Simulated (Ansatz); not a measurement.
# F2H6N2Si2: one species, many methods

Aim: compute F2H6N2Si2 with functionals from several rungs and with coupled cluster. The yardstick is the atomisation energy at the CCSD(T) limit.

Computed with Ansatz 0.2.0, Gaussian basis. Level: functionals in def2-TZVPP, the program's frozen cores in correlated methods.

Levels to be run: PBE-D4, r2SCAN-D4, PBE0-D4, B3LYP-D4, ωB97X-V, ωB97M-V, B2PLYP; CCSD(T)/def2-TZVPP; MP2/def2-QZVPP; extrapolation to the limit.

### 1 Structure used throughout

An earlier PBE0-D4 in a triple-zeta def2 set relaxation fixed the geometry.

SMILES `N[SiH2][Si](N)(F)F`, 12 atoms, charge 0, spin multiplicity 1.

Atoms are counted from 1 here; the program's logs count them from 0.

Bond lengths: N1–Si2 1.732 Å, N1–H7 1.009 Å, N1–H8 1.009 Å, Si2–Si3 2.337 Å, Si2–H9 1.494 Å, Si2–H10 1.487 Å, Si3–N4 1.688 Å, Si3–F5 1.602 Å, Si3–F6 1.595 Å, N4–H11 1.007 Å, N4–H12 1.007 Å. Angles: Si2–N1–H7 118.5°, Si2–N1–H8 118.6°, H7–N1–H8 109.9°, N1–Si2–Si3 105.1°, N1–Si2–H9 116.2°, N1–Si2–H10 106.9°, Si3–Si2–H9 110.6°, Si3–Si2–H10 110.4°, H9–Si2–H10 107.4°, Si2–Si3–N4 108.9°, Si2–Si3–F5 109.3°, Si2–Si3–F6 114.0°, N4–Si3–F5 113.1°, N4–Si3–F6 108.6°, F5–Si3–F6 102.9°, Si3–N4–H11 120.0°, Si3–N4–H12 124.6°, H11–N4–H12 113.1°.

### 2 PBE-D4 (GGA)

in.yaml reads:

```yaml
crystal:
  periodic: [false, false, false]
  atoms:
    - {symbol: N, position_ang: [1.117578, -0.130225, -1.598359]}
    - {symbol: Si, position_ang: [0.062189, -1.160078, -0.690707]}
    - {symbol: Si, position_ang: [-0.431457, 0.034958, 1.255737]}
    - {symbol: N, position_ang: [-0.870927, 1.609318, 0.834258]}
    - {symbol: F, position_ang: [0.826826, -0.021769, 2.246064]}
    - {symbol: F, position_ang: [-1.602835, -0.602502, 2.130258]}
    - {symbol: H, position_ang: [1.237989, -0.311943, -2.583188]}
    - {symbol: H, position_ang: [1.998751, 0.139848, -1.188118]}
    - {symbol: H, position_ang: [0.590715, -2.516741, -0.356137]}
    - {symbol: H, position_ang: [-1.165169, -1.348904, -1.507886]}
    - {symbol: H, position_ang: [-0.524307, 2.016798, -0.018306]}
    - {symbol: H, position_ang: [-1.239353, 2.291231, 1.476385]}
basis:
  gaussian: {orbitals: def2-TZVPP}
hamiltonian: {xc: pbe, dispersion: d4}
output: {forces: true, orbitals: {seedname: orbitals}}
```

On the command line:

```sh
ansatz run in.yaml --threads 2 --pin off --events-out ev --progress --plain --max-ram 20480MiB --backend cuda --devices 0, --max-vram 18GiB
```

The runs that follow: r2SCAN-D4 (meta-GGA); PBE0-D4 (hybrid); B3LYP-D4 (hybrid); ωB97X-V (range-separated); ωB97M-V (range-separated); B2PLYP (double hybrid); CCSD(T) in def2-TZVPP; MP2 in def2-QZVPP.

Q: Predict the results of all the runs planned. Wanted: atomisation energy, CCSD(T)/CBS; farthest; mean size of error, hybrid; mean size of error, range-separated; gap, smallest and largest; T1 diagnostic; triples share of the correlation energy.

The runs gave:

| quantity | value |
| --- | --- |
| atomisation energy, CCSD(T)/CBS | 4395.8 kJ/mol |
| functionals within 22.0 kJ/mol (0.5 %) | B3LYP-D4, ωB97X-V, ωB97M-V |
| farthest | B2PLYP (-66.8 kJ/mol) |
| mean size of error, hybrid | 38.7 kJ/mol |
| mean size of error, range-separated | 7.3 kJ/mol |
| gap, smallest and largest | 4.96 eV (PBE-D4), 11.57 eV (ωB97X-V) |
| T1 diagnostic | 0.0116 |
| triples share of the correlation energy | 3.2 % |

What this shows: PBE-D4 is off by +28.9 kJ/mol. Double hybrids carry the basis error of their MP2 part in triple zeta, and no dispersion term here, so their miss is partly the set-up's. The reference freezes the cores and leaves out relativity and excitations past (T), so misses under about 22.0 kJ/mol can't be ranked. Hartree-Fock recovers 71 % of the binding; the rest is correlation. Orbital gaps span 5.0 to 11.6 eV; exact exchange widens them.
